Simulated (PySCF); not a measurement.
# AlSn+: bond curves at several levels of theory

Aim: find the lowest electronic state of AlSn+, scan its bond at several levels of theory, and get bond length, wavenumber and dissociation energy from each curve.

The runs use PySCF 2.14.0; Al cc-pV(D+d)Z, Sn cc-pVDZ-PP with ECP28, scalar-relativistic core potentials.

## Step 1: Set-up

Settings of the job:

```yaml
atoms: Al, Sn
charge: 1
basis: Al cc-pV(D+d)Z, Sn cc-pVDZ-PP with ECP28
Hamiltonian: scalar-relativistic core potentials
basis_functions: 46
electrons_treated: 34
masses_in_u: 26.9815, 119.9022
levels: PBE0, PBE, r²SCAN, B97-3, MN15, M06-L, HF, MP2, SCS-MP2, CCSD, CCSD(T)
grid: 80 radial by 434 angular points
occupations: held fixed by the projection of orbital angular momentum
dissociation_limit: Al+ + Sn, each in its ground configuration
starting_distance_in_angstrom: 2.645
values_of_2S_to_try: 0, 2
```

Run with:

```bash
OMP_NUM_THREADS=1 python dia.py task.json out
```

Further steps of the session: First curve: PBE0; Higher solutions at PBE0; PBE (GGA); r²SCAN; B97-3; MN15 (hybrid meta-GGA); M06-L (meta-GGA); UHF (mean field); Correlated methods on the Hartree–Fock reference.

What does the calculation give? Wanted: for each run, Re; ωe; De; μ.

**Answer**, as computed:

Lowest PBE0 solution found, without spin–orbit coupling: ³Π (triplet), unpaired electrons σ ↑, π ↑. State 2 has its PBE0 minimum 0.18 eV higher, as a spin-mixed determinant (⟨S²⟩ = 1.02), so this is no gap between pure states. State 3 has its PBE0 minimum 0.37 eV higher. State 4 has its PBE0 minimum 0.59 eV higher, as a spin-mixed determinant (⟨S²⟩ = 1.01), so this is no gap between pure states. The other levels ran on the lowest alone.

| level | Re (Å) | ωe (cm⁻¹) | De (eV) | μ (D) |
| --- | --- | --- | --- | --- |
| UHF | 3.211 | 130.3 | 0.73 | -6.27 |
| UHF-MP2 | 3.095 | 145.2 | 0.88 | n/a |
| UHF-SCS-MP2 | 3.123 | 140.0 | 0.83 | n/a |
| UHF-CCSD | 3.109 | 146.7 | 0.90 | n/a |
| UHF-CCSD(T) | 3.086 | 151.2 | 0.95 | n/a |
| PBE | 3.017 | 161.7 | 1.43 | -4.61 |
| r²SCAN | 2.989 | 165.9 | 1.36 | -4.81 |
| M06-L | 2.992 | 162.8 | 1.39 | -4.54 |
| PBE0 | 3.005 | 163.3 | 1.30 | -4.89 |
| B97-3 | 3.042 | 155.1 | 1.24 | -5.04 |
| MN15 | 3.082 | 136.1 | 1.08 | -5.72 |

De is counted to Al+ + Sn in their ground configurations. A positive dipole points from Al to Sn; in an ion it is taken about the centre of mass and does not tell which atom is negative.

In words: The methods spread over 0.222 Å in bond length, from r²SCAN to UHF. CCSD(T) can't serve as the judge here: for a weak bond in this basis it is far from its limit. Of the levels with a De here, UHF gives the least (0.73 eV) and PBE the most (1.43 eV).

Correlated steps freeze 9 core orbitals. These are scalar-relativistic numbers at best; spin–orbit coupling would shift them, the dissociation energy most.
